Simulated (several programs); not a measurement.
What each method gives for MoS2 (2H-MoS2 type)

MoS2, 2H-MoS2 type, relaxed with r2SCAN+rVV10 in Ansatz, was computed with several methods. Space group P6_3/mmc (No. 194), hexagonal; conventional cell a = 3.173 Å, c = 12.436 Å, 18.07 Å³ an atom. Mo has 6 S at 2.40 Å; S has 3 Mo at 2.40 Å. Calculated for a static, non-magnetic cell.

```xyz
6
Lattice="3.1730 0.0000 0.0000 -1.5865 2.7479 0.0000 0.0000 0.0000 12.4359" Properties=species:S:1:pos:R:3 pbc="T T T"
Mo    0.0000    1.8319    3.1090
Mo    1.5865    0.9160    9.3269
S     1.5865    0.9160    4.6647
S     1.5865    0.9160    1.5532
S     0.0000    1.8319   10.8826
S     0.0000    1.8319    7.7712
```

Gaps and times are for a single point on this cell; volume and bulk modulus come from each method's own relaxation or energy curve at fixed shape, which is too stiff where a cell has free coordinates or axes. Times are rough, from shared hosts (AMD EPYC 7R13 Processor; Arm Neoverse V1; NVIDIA H100 80GB HBM3), and each method has its own mesh and cell size. A double dagger marks a value from a curve with shape and coordinates held. PM6 (MOPAC), PM7 (MOPAC), GFN1-xTB (tblite), GFN2-xTB (tblite) treat a cluster of cells at its zone centre, which samples few k points: where these miss a band edge, the gap comes out too large for that reason alone. Gaps from k meshes are read at a limited set of points (mesh, symmetry points, PBE's band edges), so each method's own least gap may be somewhat smaller. Force fields have no electrons; where one was fitted to this phase, its volume and modulus reflect the fit. xTB and the PM methods were fitted mostly to molecules, and can miss a solid's gap by electronvolts. Minimal bases can be far off for gaps. Times of the plane-wave ladder aren't listed, since it ran on unlike processors and cards. Curves at held shape can't give the bulk modulus of a layered or molecular crystal, so none is listed. d marks a direct gap, i an indirect one (no mark: not told apart), a dash a value that wasn't computed or didn't pass its checks.

```json
{"method": "PBE-D3(BJ)", "kind": "semilocal", "gap (eV)": "–", "own volume (Å³/atom)": "17.30", "bulk modulus (GPa)": "–", "atoms computed": "6", "processor time": "–"}
{"method": "r2SCAN+rVV10", "kind": "semilocal", "gap (eV)": "–", "own volume (Å³/atom)": "18.07", "bulk modulus (GPa)": "–", "atoms computed": "6", "processor time": "–"}
{"method": "PBE-D4", "kind": "semilocal", "gap (eV)": "–", "own volume (Å³/atom)": "17.46", "bulk modulus (GPa)": "–", "atoms computed": "6", "processor time": "–"}
{"method": "MoS.rebomos (LAMMPS)", "kind": "force field", "gap (eV)": "–", "own volume (Å³/atom)": "17.62", "bulk modulus (GPa)": "–", "atoms computed": "6", "processor time": "0.13 s"}
{"method": "light PBE (260 eV and a coarse mesh)", "kind": "light plane-wave", "gap (eV)": "0.92 i", "own volume (Å³/atom)": "–", "bulk modulus (GPa)": "–", "atoms computed": "6", "processor time": "2 s"}
{"method": "GFN1-xTB (tblite)", "kind": "tight binding", "gap (eV)": "1.57", "own volume (Å³/atom)": "19.30‡", "bulk modulus (GPa)": "–", "atoms computed": "cluster", "processor time": "4.1 s"}
{"method": "GFN2-xTB (tblite)", "kind": "tight binding", "gap (eV)": "1.70", "own volume (Å³/atom)": "18.41‡", "bulk modulus (GPa)": "–", "atoms computed": "cluster", "processor time": "6.5 s"}
{"method": "LDA", "kind": "semilocal", "gap (eV)": "0.85 i", "own volume (Å³/atom)": "–", "bulk modulus (GPa)": "–", "atoms computed": "6", "processor time": "–"}
{"method": "PBE", "kind": "semilocal", "gap (eV)": "0.93 i", "own volume (Å³/atom)": "–", "bulk modulus (GPa)": "–", "atoms computed": "6", "processor time": "–"}
{"method": "PBE/SZV (CP2K)", "kind": "small basis", "gap (eV)": "0.55 i", "own volume (Å³/atom)": "18.77‡", "bulk modulus (GPa)": "–", "atoms computed": "6", "processor time": "18 s"}
{"method": "r2SCAN", "kind": "semilocal", "gap (eV)": "1.03 i", "own volume (Å³/atom)": "–", "bulk modulus (GPa)": "–", "atoms computed": "6", "processor time": "–"}
{"method": "PM7 (MOPAC)", "kind": "semi-empirical", "gap (eV)": "3.64", "own volume (Å³/atom)": "–", "bulk modulus (GPa)": "–", "atoms computed": "cluster", "processor time": "51 s"}
{"method": "PM6 (MOPAC)", "kind": "semi-empirical", "gap (eV)": "4.17", "own volume (Å³/atom)": "–", "bulk modulus (GPa)": "–", "atoms computed": "cluster", "processor time": "56 s"}
{"method": "PBE/DZVP (CP2K)", "kind": "small basis", "gap (eV)": "0.96 i", "own volume (Å³/atom)": "18.35‡", "bulk modulus (GPa)": "–", "atoms computed": "6", "processor time": "66 s"}
{"method": "PBE+SOC", "kind": "semilocal", "gap (eV)": "0.92 i", "own volume (Å³/atom)": "–", "bulk modulus (GPa)": "–", "atoms computed": "6", "processor time": "–"}
{"method": "PBE0", "kind": "hybrid", "gap (eV)": "2.13 i", "own volume (Å³/atom)": "–", "bulk modulus (GPa)": "–", "atoms computed": "6", "processor time": "–"}
{"method": "HSE06", "kind": "hybrid", "gap (eV)": "1.48 i", "own volume (Å³/atom)": "–", "bulk modulus (GPa)": "–", "atoms computed": "6", "processor time": "–"}
{"method": "r2SCANh", "kind": "hybrid", "gap (eV)": "1.50 i", "own volume (Å³/atom)": "–", "bulk modulus (GPa)": "–", "atoms computed": "6", "processor time": "–"}
{"method": "DDH-PBE0", "kind": "hybrid", "gap (eV)": "1.32 i", "own volume (Å³/atom)": "–", "bulk modulus (GPa)": "–", "atoms computed": "6", "processor time": "–"}
```

Against HSE06 (1.48 eV) and with closed or daggered gaps left aside, the nearest gap at the points sampled is that of r2SCANh (+0.02 eV) and the farthest that of PM6 (MOPAC) (+2.69 eV). HSE06 is only a yardstick of convenience, and nearness to it can be luck.

Runs without a result: GLLB-SC (GPAW) (single point), non-self-consistent DFTB (CP2K) (single point).

Only the rows marked +SOC include spin-orbit coupling.
